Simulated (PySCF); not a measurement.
**KLi⁺ at other levels of theory**

Starting from one script, swap the method and compare what comes out for KLi⁺.

Method: each script names its method and basis; program: PySCF 2.14.0.

## Step 1: The system as given

KLi⁺: 2 atoms, charge 1, spin multiplicity 2.

No contacts short enough for the rule that draws bonds.

## Step 2: The run that the others are compared with

input.py

```python
from pyscf import gto, scf
from pyscf.hessian import thermo

mol = gto.M(
    atom='K 0 0 0; Li 0 0 3.33',
    basis='x2c-svpall',
    charge=1,
    spin=1,
    verbose=3,
)
mf = scf.UHF(mol)
mf = mf.sfx2c1e()
mf.kernel()
hess = mf.Hessian().kernel()
print('wavenumber (cm^-1) =', thermo.harmonic_analysis(mol, hess)['freq_wavenumber'].round(1))
mf.dip_moment()
print('orbital energies (hartree):', [e[max(0, n-3):n+3].round(4) for e, n in zip(mf.mo_energy, mol.nelec)])
```

Started as:

```bash
$ OMP_NUM_THREADS=1 python input.py
```

## Step 3: Geometry optimisation

Run 1 changes step after the SCF: frequency → optimize.

input.py

```python
from pyscf import gto, scf
from pyscf.geomopt.geometric_solver import optimize

mol = gto.M(
    atom='K 0 0 0; Li 0 0 3.33',
    basis='x2c-svpall',
    charge=1,
    spin=1,
    verbose=3,
)
mf = scf.UHF(mol)
mf = mf.sfx2c1e()
mf.kernel()
mol_eq = optimize(mf, maxsteps=30)
print('optimised geometry (angstrom)')
print(mol_eq.tostring('raw'))
print('orbital energies (hartree):', [e[max(0, n-3):n+3].round(4) for e, n in zip(mf.mo_energy, mol.nelec)])
```

## Step 4: Revpbe (UKS)

Run 2 changes functional: none (Hartree–Fock) → revpbe; SCF type: UHF → UKS; step after the SCF: frequency → analyze.

input.py

```python
from pyscf import gto, dft

mol = gto.M(
    atom='K 0 0 0; Li 0 0 3.33',
    basis='x2c-svpall',
    charge=1,
    spin=1,
    verbose=3,
)
mf = dft.UKS(mol, xc='revpbe')
mf = mf.sfx2c1e()
mf.kernel()
mf.analyze()
print('orbital energies (hartree):', [e[max(0, n-3):n+3].round(4) for e, n in zip(mf.mo_energy, mol.nelec)])
```

## Step 5: Stability test

Run 3 changes step after the SCF: frequency → stability.

input.py

```python
from pyscf import gto, scf

mol = gto.M(
    atom='K 0 0 0; Li 0 0 3.33',
    basis='x2c-svpall',
    charge=1,
    spin=1,
    verbose=3,
)
mf = scf.UHF(mol)
mf = mf.sfx2c1e()
mf.kernel()
mf.stability(internal=True, external=True)
mf.dip_moment()
print('orbital energies (hartree):', [e[max(0, n-3):n+3].round(4) for e, n in zip(mf.mo_energy, mol.nelec)])
```

## Step 6: CCSD(T)

Run 4 changes step after the SCF: frequency → ccsd(t); frozen orbitals: none → 5.

input.py

```python
from pyscf import gto, scf, cc

mol = gto.M(
    atom='K 0 0 0; Li 0 0 3.33',
    basis='x2c-svpall',
    charge=1,
    spin=1,
    verbose=3,
)
mf = scf.UHF(mol)
mf = mf.sfx2c1e()
mf.kernel()
mycc = cc.CCSD(mf, frozen=5)
mycc.kernel()
mycc.ccsd_t()
mf.dip_moment()
print('orbital energies (hartree):', [e[max(0, n-3):n+3].round(4) for e, n in zip(mf.mo_energy, mol.nelec)])
```

Q: Predict the outcome of this session. Wanted: for each run, E(SCF); from base; gap, α spin; after the SCF.

The runs gave:

```
                  run  E(SCF) (hartree)  from base (eV)  gap, α spin (eV)                               after the SCF
                 base       -608.652313               0              6.76                       highest mode 243 cm⁻¹
geometry optimisation       -608.652313          0.0000              6.76                     bond 4.072 Å, -0.188 eV
         revpbe (UKS)       -609.368265  not comparable              2.40                                         n/a
       stability test       -608.652313          0.0000              6.76                                      stable
              CCSD(T)       -608.652313          0.0000              6.76  CCSD(T) correlation -1.393 eV, core frozen
```

SCF columns refer to the geometry typed in the script.

A lower total energy from another functional means nothing by itself.
